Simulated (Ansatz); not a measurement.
**C₂H₆BNS: up Jacob's ladder to CCSD(T)**

The task here is to estimate one member of a computed series from the others.

Program: Ansatz 0.2.0, Gaussian basis. Level of theory: functionals in def2-TZVPP, the program's frozen cores in correlated methods. These are calculated values, not measurements.

Plan: PBE-D4, r2SCAN-D4, PBE0-D4, B3LYP-D4, ωB97X-V, ωB97M-V, B2PLYP; CCSD(T)/def2-TZVPP; MP2/def2-QZVPP; extrapolation to the limit.

## Structure used throughout

All runs share one geometry, relaxed beforehand with PBE0-D4 in a triple-zeta def2 set.

11 atoms, charge 0, spin multiplicity 1.

Atoms are counted from 1 here; the program's logs count them from 0.

Bond lengths: N1–C2 1.329 Å, N1–H6 1.005 Å, N1–H7 1.006 Å, C2–B3 1.536 Å, C2–H8 1.086 Å, B3–C4 1.563 Å, B3–S5 1.952 Å, B3–H9 1.197 Å, C4–S5 1.816 Å, C4–H10 1.085 Å, C4–H11 1.087 Å. Angles: C2–N1–H6 122.1°, C2–N1–H7 119.3°, H6–N1–H7 116.9°, N1–C2–B3 124.9°, N1–C2–H8 114.2°, B3–C2–H8 120.9°, C2–B3–C4 110.7°, C2–B3–S5 83.3°, C2–B3–H9 122.7°, C4–B3–S5 61.0°, C4–B3–H9 126.6°, S5–B3–H9 121.3°, B3–C4–S5 70.1°, B3–C4–H10 117.0°, B3–C4–H11 122.7°, S5–C4–H10 112.5°, S5–C4–H11 113.2°, H10–C4–H11 113.3° and more.

As a file:

```
N    -1.41291    1.10709    0.85128
C    -0.76054    0.10049    0.28021
B     0.76548   -0.07404    0.28675
C     1.20082   -1.16872   -0.73993
S     0.58569    0.29478   -1.62173
H    -2.38287    1.29077    0.66282
H    -0.89139    1.83592    1.30922
H    -1.40515   -0.64217   -0.18130
H     1.48788    0.58057    0.98148
H     2.26679   -1.31914   -0.87858
H     0.61181   -2.06265   -0.92942
```

The first run:

in.yaml

```yaml
crystal:
  periodic: [false, false, false]
  atoms:
    - {symbol: N, position_ang: [-1.412914, 1.107090, 0.851281]}
    - {symbol: C, position_ang: [-0.760543, 0.100486, 0.280213]}
    - {symbol: B, position_ang: [0.765478, -0.074041, 0.286746]}
    - {symbol: C, position_ang: [1.200822, -1.168722, -0.739927]}
    - {symbol: S, position_ang: [0.585687, 0.294784, -1.621734]}
    - {symbol: H, position_ang: [-2.382869, 1.290769, 0.662822]}
    - {symbol: H, position_ang: [-0.891394, 1.835922, 1.309221]}
    - {symbol: H, position_ang: [-1.405151, -0.642173, -0.181305]}
    - {symbol: H, position_ang: [1.487877, 0.580572, 0.981482]}
    - {symbol: H, position_ang: [2.266794, -1.319139, -0.878585]}
    - {symbol: H, position_ang: [0.611813, -2.062647, -0.929416]}
basis:
  gaussian: {orbitals: def2-TZVPP}
hamiltonian: {xc: pbe, dispersion: d4}
output: {forces: true, orbitals: {seedname: orbitals}}
```

Command:

```
$ ansatz run in.yaml --threads 4 --pin off --events-out ev --progress --plain --max-ram 10444MiB
```

Among the steps run: PBE-D4 (GGA); r2SCAN-D4 (meta-GGA); PBE0-D4 (hybrid); B3LYP-D4 (hybrid); ωB97X-V (range-separated); ωB97M-V (range-separated); B2PLYP (double hybrid); CCSD(T) in def2-TZVPP; MP2 in def2-QZVPP.

One table of the session follows, with a row left open; its other results are not shown here.

| method | atomisation energy (kJ/mol) |
| --- | --- |
| PBE-D4 | 4310.5 |
| r2SCAN-D4 | 4198.2 |
| PBE0-D4 | 4217.5 |
| B3LYP-D4 | 4175.9 |
| ωB97X-V | 4170.4 |
| ωB97M-V | 4186.0 |
| B2PLYP | 4121.5 |
| HF/def2-TZVPP | 2943.0 |
| MP2/def2-TZVPP | 4112.6 |
| CCSD/def2-TZVPP | 3947.6 |
| CCSD(T)/def2-TZVPP | 4028.0 |
| MP2/CBS | 4226.8 |
| CCSD(T)/CBS | ? |

Estimate the missing values for CCSD(T)/CBS.

**Answer.** atomisation energy (kJ/mol): 4142.2. In the column «atomisation energy (kJ/mol)» it lies between B2PLYP (4121.5) and ωB97X-V (4170.4).
